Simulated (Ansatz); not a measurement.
# BrHOSi (SMILES O[Si]Br): functionals against CCSD(T) at one geometry

How do the functionals fare away from a minimum? The structure is a structure displaced at random from a GFN2-xTB minimum.

The runs use Ansatz 0.2.0, Gaussian basis; single points in def2-TZVPP.

Correlated methods freeze the cores. Filled d shells of the heavier atoms are correlated.

## Step 1: The starting structure

SMILES `O[Si]Br`, 4 atoms, charge 0, spin multiplicity 1.

Atoms are counted from 1 here; the program's logs count them from 0.

Bond lengths: O1–Si2 1.603 Å, O1–H4 0.937 Å, Si2–Br3 2.274 Å. Angles: Si2–O1–H4 130.1°, O1–Si2–Br3 102.2°.

Coordinates:

```xyz
4

O    -0.8255    0.4531   -0.4422
Si   -0.5623   -0.7893    0.5367
Br    1.7034   -0.7761    0.7303
H    -0.2191    1.0406   -0.8496
```

## Step 2: CCSD(T)/def2-TZVPP

Input file run/in.yaml:

```yaml
crystal:
  periodic: [false, false, false]
  atoms:
    - {symbol: O, position_ang: [-0.825500, 0.453100, -0.442200]}
    - {symbol: Si, position_ang: [-0.562300, -0.789300, 0.536700]}
    - {symbol: Br, position_ang: [1.703400, -0.776100, 0.730300]}
    - {symbol: H, position_ang: [-0.219100, 1.040600, -0.849600]}
basis:
  gaussian: {orbitals: def2-TZVPP}
correlation: {method: ccsd_t}
output: {forces: true}
```

The command line of these runs was not kept.

## Step 3: PBE0-D4/def2-TZVPP

run/in.yaml, as its differences from that of step 2:

```diff
@@ -9,3 +9,3 @@
   gaussian: {orbitals: def2-TZVPP}
-correlation: {method: ccsd_t}
-output: {forces: true}
+hamiltonian: {xc: pbe0, dispersion: d4}
+output: {forces: true, orbitals: {seedname: orbitals}}
```

## Step 4: wB97M-V/def2-TZVPP

run/in.yaml, as its differences from that of step 3:

```diff
@@ -9,3 +9,3 @@
   gaussian: {orbitals: def2-TZVPP}
-hamiltonian: {xc: pbe0, dispersion: d4}
-output: {forces: true, orbitals: {seedname: orbitals}}
+hamiltonian: {xc: {name: wB97M-V}}
+output: {forces: true}
```

## Step 5: r2SCAN-D4/def2-TZVPP

run/in.yaml, as its differences from that of step 4:

```diff
@@ -9,3 +9,3 @@
   gaussian: {orbitals: def2-TZVPP}
-hamiltonian: {xc: {name: wB97M-V}}
+hamiltonian: {xc: r2scan, dispersion: d4}
 output: {forces: true}
```

## Step 6: PBE-D4/def2-TZVPP

run/in.yaml, as its differences from that of step 5:

```diff
@@ -9,3 +9,3 @@
   gaussian: {orbitals: def2-TZVPP}
-hamiltonian: {xc: r2scan, dispersion: d4}
+hamiltonian: {xc: pbe, dispersion: d4}
 output: {forces: true}
```

## Step 7: LC-wPBE/def2-TZVPP

run/in.yaml, as its differences from that of step 6:

```diff
@@ -9,3 +9,3 @@
   gaussian: {orbitals: def2-TZVPP}
-hamiltonian: {xc: pbe, dispersion: d4}
+hamiltonian: {xc: {name: LC-wPBE}}
 output: {forces: true}
```

## Step 8: CAM-B3LYP-D4/def2-TZVPP

run/in.yaml, as its differences from that of step 7:

```diff
@@ -9,3 +9,3 @@
   gaussian: {orbitals: def2-TZVPP}
-hamiltonian: {xc: {name: LC-wPBE}}
+hamiltonian: {xc: {name: CAM-B3LYP}, dispersion: d4}
 output: {forces: true}
```

(Steps that only read results are left out.)

Q: Predict the outcome of this session. Wanted: energy less free atoms, CCSD(T)/def2-TZVPP; RMS force component; RMS force error; HOMO and LUMO, PBE0-D4; T1 diagnostic.

As calculated:

| quantity | value |
| --- | --- |
| energy less free atoms, CCSD(T)/def2-TZVPP | -310.1 kcal/mol |
| RMS force component | 0.516 to 0.811 eV/Å over the methods |
| RMS force error | PBE0-D4 0.080, wB97M-V 0.072, r2SCAN-D4 0.083, PBE-D4 0.251, LC-wPBE 0.143, CAM-B3LYP-D4 0.137 eV/Å |
| HOMO and LUMO, PBE0-D4 | -7.42 and -2.05 eV |
| T1 diagnostic | 0.011 |

Against CCSD(T) the functionals' energies less atoms differ by -18.1 to -3.2 kcal/mol, PBE-D4 by -18.1 kcal/mol. A larger basis would deepen the CCSD(T) value, while the functionals are nearly converged already, so the order here is not reliable. On forces the order runs from wB97M-V to PBE-D4. Frozen-core CCSD(T) forces in triple zeta carry basis errors of their own, and this is one geometry, so small gaps rank nothing.
